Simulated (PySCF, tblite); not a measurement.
# C₆H₁₁AlOS: geometry, infrared bands and NMR shifts

What infrared bands and NMR shifts should C₆H₁₁AlOS (`C[O][Al]([S]C)[C@H]1C=CC1`) show?

The runs use tblite 0.8.0 and PySCF 2.14.0, with density-fitted response routines of our own; the level of theory stands in each step. All values are computed, except where a source is named. Atoms are numbered from 0 throughout.

### Step 1. The starting structure

20 atoms, charge 0, multiplicity 1; geometry from: force field or distance geometry start.

Bonds of the start (Å): C0–O1 1.40, O1–Al2 1.86, Al2–S3 2.26, S3–C4 1.80, Al2–C5 2.02, C5–C6 1.49, C6–C7 1.39, C7–C8 1.49, C8–C5 1.44, C0–H9 1.10, C0–H10 1.11, C0–H11 1.12, C4–H12 1.11, C4–H13 1.11, C4–H14 1.11, C5–H15 1.12, C6–H16 1.08, C7–H17 1.10, C8–H18 1.12, C8–H19 1.11.

### Step 2. Geometry optimisation with GFN2-xTB

The job: settings as JSON, then the geometry in Å.

```
{"job": {"kind": "relax", "xc": "GFN2-xTB", "basis": "xTB"}, "charge": 0, "multiplicity": 1}
C      1.153600     2.633200    -0.387600
O      0.897200     2.340600     0.953200
Al     0.452600     0.543900     1.132200
S      2.066100    -1.017100     1.375700
C      2.237900    -1.353200    -0.389200
C     -1.478400    -0.016500     0.898300
C     -1.901400     0.070800    -0.531100
C     -2.141800    -1.299000    -0.551100
C     -1.714200    -1.433600     0.870200
H      2.005100     2.054600    -0.774800
H      1.401200     3.709900    -0.468500
H      0.234700     2.462000    -1.007600
H      2.564900    -0.432500    -0.915400
H      3.006100    -2.143500    -0.548100
H      1.270600    -1.694800    -0.815900
H     -2.181400     0.528100     1.580700
H     -1.994300     0.875800    -1.245400
H     -2.507300    -2.003900    -1.307200
H     -2.563300    -1.741400     1.528600
H     -0.813100    -2.072700     0.972800
```

Command:

```sh
$ OMP_NUM_THREADS=1 python probes_run.py task.json out
```

The driver reads the jobs from task.json and runs them one after another.

**Question.** This job is followed by: GFN2-xTB harmonic vibrations, gas phase; GIAO PBE0/pcSseg-1 NMR shielding, non-relativistic, gas phase. Predict these results of the whole session: strongest single infrared mode (GFN2-xTB); zero-point energy (GFN2-xTB); ¹³C shifts against TMS (PBE0/pcSseg-1); ¹H shifts against TMS (PBE0/pcSseg-1, means over atoms taken as alike); ¹⁷O shifts against H2O (PBE0/pcSseg-1); ²⁷Al shifts against AlH4- (PBE0/pcSseg-1); ³³S shifts against CS2 (PBE0/pcSseg-1).

**Answer**, as computed:

| quantity | value |
| --- | --- |
| strongest single infrared mode (GFN2-xTB) | 1208 cm⁻¹, 296 km/mol |
| zero-point energy (GFN2-xTB) | 96.2 kcal/mol |
| ¹³C shifts against TMS (PBE0/pcSseg-1) | 146.8, 144.0, 57.8, 36.2, 35.1, 10.6 ppm |
| ¹H shifts against TMS (PBE0/pcSseg-1, means over atoms taken as alike) | 6.33, 6.17, 4.38, 2.76, 2.76, 2.54, 2.17 ppm |
| ¹⁷O shifts against H2O (PBE0/pcSseg-1) | 33.2 ppm |
| ²⁷Al shifts against AlH4- (PBE0/pcSseg-1) | 73.7 ppm |
| ³³S shifts against CS2 (PBE0/pcSseg-1) | -184 ppm |

In words: The optimisation took 171 steps and gained 1.596 eV; among the close pairs (by a distance rule), O1–Al2 changed most, from 1.860 to 1.649 Å. The lowest mode is imaginary (37i cm⁻¹), so the xTB geometry is not a minimum. The strongest single mode, at 1208 cm⁻¹, moves mainly O1 and C0. Unscaled tight-binding wavenumbers are off by several per cent, some by more. Its intensities can rank the bands wrongly. At PBE0/pcSseg-1: Shielding is most anisotropic at S3 (span 236 ppm, paramagnetic term -373 ppm).
